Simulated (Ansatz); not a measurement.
What does this script print? It uses the Ansatz DFT code, driven from Python.

The script, `run_torsion.py`:
```python
"""Energy of CH5BrClNSi as one group turns about a bond."""

import warnings

import ansatz as az
from ase import Atoms

warnings.simplefilter("ignore", az.DeckWarning)

atoms = Atoms(["N", "Si", "Br", "C", "Cl", "H", "H", "H", "H", "H"], positions=[
    (-1.2728, 0.4551, 0.9139),
    (-0.4618, -0.1055, -0.439),
    (-0.3289, 1.6013, -1.8532),
    (1.2734, -0.7801, -0.0357),
    (2.1805, 0.3991, 0.836),
    (-0.767, 1.2492, 1.3405),
    (-2.136, 0.9646, 0.5687),
    (-1.2905, -1.1054, -1.0683),
    (1.7617, -1.0538, -0.8876),
    (1.1245, -1.6757, 0.6277),
])

# start the scan from a relaxed geometry
first = (
    az.Crystal.molecule_from_ase(atoms).calculation()
    .basis(gaussian="def2-SVP")
    .functional("R2SCAN0")
    .relax(force_tolerance=0.02, max_steps=80)
)
atoms.positions = first.run(threads=1, backend="cpu").report["positions_ang"]

start = atoms.get_dihedral(2, 1, 0, 5)
energies = {}
for turn in range(0, 360, 40):
    turned = atoms.copy()
    turned.set_dihedral(2, 1, 0, 5, start + turn, indices=[0, 5, 6])
    calc = (
        az.Crystal.molecule_from_ase(turned).calculation()
        .basis(gaussian="def2-SVP")
        .functional("R2SCAN0")
    )
    energies[round((start + turn) % 360)] = calc.run(threads=1, backend="cpu").report["free_energy_ev"]
floor = min(energies.values())
print("dihedral Br2-Si1-N0-H5 (deg)   E - E(min) (eV)")
for angle, e in sorted(energies.items()):
    print(f"{angle:8d} {(e - floor):14.3f}  " + "#" * int(30 * (e - floor) / max(max(energies.values()) - floor, 1e-9)))
```

```console
$ python run_torsion.py
dihedral Br2-Si1-N0-H5 (deg)   E - E(min) (eV)
       5          0.277  #############################
      45          0.279  ##############################
      85          0.168  ##################
     125          0.123  #############
     165          0.216  #######################
     205          0.261  ############################
     245          0.118  ############
     285          0.000
     325          0.112  ###########
```

The lowest point is at 285° and the highest at 45°, 0.279 eV (26.9 kJ/mol) above it, with the rest of the molecule held.

The scan is rigid and the energies are electronic, in a modest basis. With rigid groups the curve can differ much from the relaxed path, the start wasn't checked as a minimum of this torsion, and equivalent turns needn't return to the same energy. It ran for 3.5 min on 1 thread of Arm Neoverse V2 (shared host), peak memory 0.42 GiB.
